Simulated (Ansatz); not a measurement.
# GaAs: the cost of one run

All numbers below are computed with Ansatz 0.2.0 (DFT PBE, scalar-relativistic, plane waves, PAW).

## (1) The starting structure

The cell holds 32 atoms (As16Ga15Hg): a = 9.952 Å, b = 9.952 Å, c = 9.952 Å, α = 109.47°, β = 109.47°, γ = 109.47°.

The coordinates of this cell stand in the input of its own run.

The host was relaxed before at PBE: a = 5.746 Å, b = 5.746 Å, c = 5.746 Å, α = 90.00°, β = 90.00°, γ = 90.00° (conventional cell), 23.714 Å³/atom.

Places, in fractions of the supercell: Hg in place of Ga at (0.250, 0.500, 0.250). The start keeps the symmetry of the ideal site.

## (2) The perfect crystal in the supercell of 32 atoms

Contents of input.yaml:

```yaml
crystal:
  lattice:
    - [-5.7459815093, -5.7459815093, 5.7459815093]
    - [5.7459815093, 5.7459815093, 5.7459815093]
    - [-5.7459815093, 5.7459815093, -5.7459815093]
  atoms:
    - { symbol: Ga, position: [0.25, 0.5, 0.25] }
    - { symbol: Ga, position: [0.5, 0.5, 0.0] }
    - { symbol: Ga, position: [0.25, 0.75, 0.0] }
    - { symbol: Ga, position: [0.75, 0.5, 0.75] }
    - { symbol: Ga, position: [0.5, 0.75, 0.75] }
    - { symbol: Ga, position: [0.25, 0.0, 0.75] }
    - { symbol: Ga, position: [0.0, 0.5, 0.5] }
    - { symbol: Ga, position: [0.75, 0.75, 0.5] }
    - { symbol: Ga, position: [0.5, 0.0, 0.5] }
    - { symbol: Ga, position: [0.25, 0.25, 0.5] }
    - { symbol: Ga, position: [0.0, 0.75, 0.25] }
    - { symbol: Ga, position: [0.75, 0.0, 0.25] }
    - { symbol: Ga, position: [0.5, 0.25, 0.25] }
    - { symbol: Ga, position: [0.0, 0.0, 0.0] }
    - { symbol: Ga, position: [0.75, 0.25, 0.0] }
    - { symbol: Ga, position: [0.0, 0.25, 0.75] }
    - { symbol: As, position: [0.0, 0.25, 0.0] }
    - { symbol: As, position: [0.25, 0.25, 0.75] }
    - { symbol: As, position: [0.0, 0.5, 0.75] }
    - { symbol: As, position: [0.5, 0.25, 0.5] }
    - { symbol: As, position: [0.25, 0.5, 0.5] }
    - { symbol: As, position: [0.0, 0.75, 0.5] }
    - { symbol: As, position: [0.75, 0.25, 0.25] }
    - { symbol: As, position: [0.5, 0.5, 0.25] }
    - { symbol: As, position: [0.25, 0.75, 0.25] }
    - { symbol: As, position: [0.0, 0.0, 0.25] }
    - { symbol: As, position: [0.75, 0.5, 0.0] }
    - { symbol: As, position: [0.5, 0.75, 0.0] }
    - { symbol: As, position: [0.25, 0.0, 0.0] }
    - { symbol: As, position: [0.75, 0.75, 0.75] }
    - { symbol: As, position: [0.5, 0.0, 0.75] }
    - { symbol: As, position: [0.75, 0.0, 0.5] }
basis:
  ecutwfc: 420
  xc_grid: 2
kpoints:
  mp_grid: { grid: [3, 3, 3], shift: [0.0, 0.0, 0.0] }
hamiltonian:
  xc: pbe
scf:
  occupations: { method: gaussian, width: 0.05 }
output:
  forces: true
  stress: true
  eigenvalues: true
  write_density: true
  write_potential: true
  elf: true
  volumetric_format: npy
```

Launch:

```
ansatz run input.yaml --threads 8 --pin off --max-ram 16384MiB --backend cpu --events-out ev --progress --plain --runs-dir out
```

**Question.** How long does this run take on 8 threads of Arm Neoverse V1, shared host, and how much memory does it need?

About 25 s, with a peak of 3.6 GiB.
